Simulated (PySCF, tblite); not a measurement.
**C₂H₉OSSi₂ radical: geometry, infrared bands and EPR parameters**

Aim: predict the infrared bands and EPR parameters of C₂H₉OSSi₂ radical (`[CH2]S[Si@H](C)[SiH2]O`).

The runs use tblite 0.8.0 and PySCF 2.14.0, with density-fitted response routines of our own; the level of theory stands in each step. All values are computed, except where a source is named. Atoms are numbered from 0 throughout.

**1. The starting structure**

15 atoms, charge 0, multiplicity 2; geometry from: force field or distance geometry start.

Bonds of the start (Å): C0–S1 1.82, S1–Si2 2.13, Si2–C3 1.89, Si2–Si4 2.24, Si4–O5 1.70, C0–H6 1.10, C0–H7 1.09, Si2–H8 1.47, C3–H9 1.11, C3–H10 1.09, C3–H11 1.11, Si4–H12 1.45, Si4–H13 1.46, O5–H14 0.98.

**2. Geometry optimisation with GFN2-xTB**

What the job is given:

```
{"job": {"kind": "relax", "xc": "GFN2-xTB", "basis": "xTB"}, "charge": 0, "multiplicity": 2}
C      3.099800    -0.955700     0.377400
S      1.630500    -0.062600     0.984900
Si     0.239200     0.317000    -0.586400
C     -0.438700     2.075800    -0.444300
Si    -1.536100    -1.036600    -0.454100
O     -1.917800    -1.203600     1.197400
H      3.643100    -0.256000    -0.275900
H      2.725400    -1.774400    -0.244000
H      0.855400     0.156300    -1.916400
H     -1.487700     2.048300    -0.091100
H     -0.386100     2.504900    -1.448700
H      0.192500     2.659400     0.251300
H     -1.200800    -2.324200    -1.042500
H     -2.663200    -0.457500    -1.188500
H     -2.759800    -1.683300     1.353400
```

Command:

```sh
OMP_NUM_THREADS=1 python probes_run.py task.json out
```

This one command runs all jobs of the session in turn.

**Question.** This job is followed by: GFN2-xTB harmonic vibrations, gas phase; UKS B3LYP, pcH-1 on C H O S Si, non-relativistic, mean-field spin-orbit, GIAO. What will the session give for the following? strongest single infrared mode (GFN2-xTB); zero-point energy (GFN2-xTB); g(iso) (B3LYP); ⟨S²⟩; largest a(iso) (averaged by class); surface potential, 1st and 99th percentile.

**Answer**, as computed:

| quantity | value |
| --- | --- |
| strongest single infrared mode (GFN2-xTB) | 2174 cm⁻¹, 485 km/mol |
| zero-point energy (GFN2-xTB) | 62.6 kcal/mol |
| g(iso) (B3LYP) | 2.00529 |
| ⟨S²⟩ | 0.754 (exact 0.75) |
| largest a(iso) (averaged by class) | 13C on C0, 117.2 MHz |
| surface potential, 1st and 99th percentile | -0.89 V and 2.47 V |

In words: Relaxing lowered the energy by 1.313 eV in 279 steps; the close pair that moved most is C0–S1, from 1.824 to 1.703 Å. No mode is imaginary among the 39: a minimum at this level. The strongest single mode, at 2174 cm⁻¹, moves mainly H12 and H13. GFN2-xTB is a fitted tight-binding method: band positions and strengths are rough. Its intensities can rank the bands wrongly. C0 carries the largest spin population, 0.86 e. The isotropic g lies 3.0 ppt above the free-electron value.
